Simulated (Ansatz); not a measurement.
# CH4Cl2NOV: vertical ionisation energy

An exercise on one series of results from a longer session: the logs are not shown, and one member is left open.

Method: unrestricted cation, the program's frozen cores in correlated methods; program: Ansatz 0.2.0, Gaussian basis.

Plan: UKS PBE-D4/def2-TZVPP; UKS r2SCAN-D4/def2-TZVPP; UKS PBE0-D4/def2-TZVPP; UKS B3LYP-D4/def2-TZVPP; UKS wB97X-V/def2-TZVPP; UKS wB97M-V/def2-TZVPP; UKS B2PLYP/def2-TZVPP; UHF-MP2/def2-TZVPP; UHF-MP2/def2-QZVPP; then −ε(HOMO) from the neutral's earlier runs with LDA (SPW92), PBE-D4, revPBE-D4, BLYP-D4, r2SCAN-D4, B97M-V, PBE0-D4, B3LYP-D4, r2SCANh-D4, r2SCAN0-D4, HSE06-D4, BHLYP-D4, CAM-B3LYP-D4, LC-ωPBE, ωB97X-V, ωB97M-V.

1 further run of the same task is left out (it didn't finish).

## Structure used throughout

All runs share one geometry, relaxed beforehand with PBE0-D4 in a triple-zeta def2 set.

SMILES `C[N]=[V]([OH])([Cl])[Cl]`, 10 atoms, charge 0, spin multiplicity 1.

Atoms are counted from 1 here; the program's logs count them from 0.

Bond lengths: C1–N2 1.411 Å, C1–H7 1.095 Å, C1–H8 1.095 Å, C1–H9 1.095 Å, N2–V3 1.593 Å, V3–O4 1.750 Å, V3–Cl5 2.165 Å, V3–Cl6 2.165 Å, O4–H10 0.960 Å. Angles: N2–C1–H7 110.6°, N2–C1–H8 109.9°, N2–C1–H9 109.9°, H7–C1–H8 108.8°, H7–C1–H9 108.8°, H8–C1–H9 108.8°, C1–N2–V3 173.8°, N2–V3–O4 108.4°, N2–V3–Cl5 106.1°, N2–V3–Cl6 106.1°, O4–V3–Cl5 111.7°, O4–V3–Cl6 111.7°, Cl5–V3–Cl6 112.4°, V3–O4–H10 124.3°.

Set-up of the first run:

The input, in.yaml:

```yaml
crystal:
  periodic: [false, false, false]
  atoms:
    - {symbol: C, position_ang: [-1.406801, -0.929776, -0.322455]}
    - {symbol: N, position_ang: [-0.290842, -0.109526, -0.053056]}
    - {symbol: V, position_ang: [0.858768, 0.948081, 0.260802]}
    - {symbol: O, position_ang: [2.390872, 0.103373, 0.300964]}
    - {symbol: Cl, position_ang: [0.788061, 2.403570, -1.340161]}
    - {symbol: Cl, position_ang: [0.369708, 1.811353, 2.184869]}
    - {symbol: H, position_ang: [-1.096019, -1.971238, -0.454934]}
    - {symbol: H, position_ang: [-2.117868, -0.875983, 0.508616]}
    - {symbol: H, position_ang: [-1.906155, -0.590850, -1.236223]}
    - {symbol: H, position_ang: [2.493376, -0.840203, 0.154681]}
basis:
  gaussian: {orbitals: def2-TZVPP}
total_charge: 1
magnetization: {spin_polarized: true, initial_magnetization: 1}
hamiltonian: {xc: pbe, dispersion: d4}
```

Steps of the session up to this table: Cation, UKS PBE-D4/def2-TZVPP; Cation, UKS r2SCAN-D4/def2-TZVPP; Cation, UKS PBE0-D4/def2-TZVPP; Cation, UKS B3LYP-D4/def2-TZVPP; Cation, UKS wB97X-V/def2-TZVPP; Cation, UKS wB97M-V/def2-TZVPP; Cation, UKS B2PLYP (frozen core)/def2-TZVPP; Cation, UHF-MP2/def2-TZVPP; Cation, UHF-MP2/def2-QZVPP.

One of the session's tables, all rows but one given; the rest of the session is left out.

It belongs to the step «Ionisation energies side by side». Orbital estimates, from the neutral's runs:

```
  functional  −ε(HOMO) (eV)
 LDA (SPW92)           6.89
      PBE-D4           6.75
   revPBE-D4           6.70
     BLYP-D4              ?
   r2SCAN-D4           7.06
      B97M-V           7.14
     PBE0-D4           8.10
    B3LYP-D4           7.85
  r2SCANh-D4           7.56
  r2SCAN0-D4           8.31
    HSE06-D4           7.70
    BHLYP-D4           9.32
CAM-B3LYP-D4           9.44
     LC-ωPBE          10.82
     ωB97X-V          10.45
     ωB97M-V          10.32
```

Estimate the missing values for BLYP-D4.

Worked estimate for «−ε(HOMO) (eV)». Against the share of exact exchange, B3LYP-D4 (0.2, 7.85), BHLYP-D4 (0.5, 9.32) give a slope of 4.90 per unit share; at 0 the line stands at 6.87.

**Answer.** −ε(HOMO) (eV): 6.61. In «−ε(HOMO) (eV)» the line misses by +0.26.
